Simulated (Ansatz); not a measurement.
Pt2W:

```
CELL_PARAMETERS angstrom
-1.38637 1.98220 4.15326
1.38637 -1.98220 4.15326
1.38637 1.98220 -4.15326
ATOMIC_POSITIONS crystal
Pt 0.33678 0.33678 0.00000
Pt 0.66322 0.66322 0.00000
W 0.00000 0.00000 0.00000
```

The cell comes from a database or a generator and needn't be the stable form of this composition.

- Program: Ansatz 0.2.0
- Task: single point
- Functional: PBEsol
- Potentials or basis: Ansatz PAW
- Cutoff: 420 eV (not typed: the program's choice for these potentials)
- k mesh: 12 × 12 × 12
- Occupations: fermi-dirac, width 0.05 eV
- Spin: no spin polarisation

On this cell: pressure -5.2 GPa; largest force 0.013 eV/Å; band gap on the k mesh none (metal or under the smearing width).

The same run follows on a disturbed copy (atoms moved at random, drawn with an rms of 0.05 Å):

```
CELL_PARAMETERS angstrom
-1.38637 1.98220 4.15326
1.38637 -1.98220 4.15326
1.38637 1.98220 -4.15326
ATOMIC_POSITIONS crystal
Pt 0.35875 0.35540 0.03718
Pt 0.65628 0.64096 0.97126
W 0.98767 0.00274 0.98963
```

**Question.** What does the disturbed cell give?

**Answer.** The energy (extrapolated to zero smearing) moves by +36.8 meV/atom; pressure -3.2 GPa; largest force 1.490 eV/Å; band gap on the k mesh none (metal or under the smearing width).

Forces on the atoms (eV/Å):
```
Pt  -0.423 -1.417 -0.178
Pt   0.492  0.588  0.011
W   -0.069  0.829  0.167
```

Stress tensor (GPa, compression positive):
```
-2.65  1.03  0.22
 1.03 -3.82  0.00
 0.22  0.00 -3.22
```

Caveats: the PAW data sets come from PBE, with cores solved anew for the run's functional, which leaves a small shift of forces and pressure.
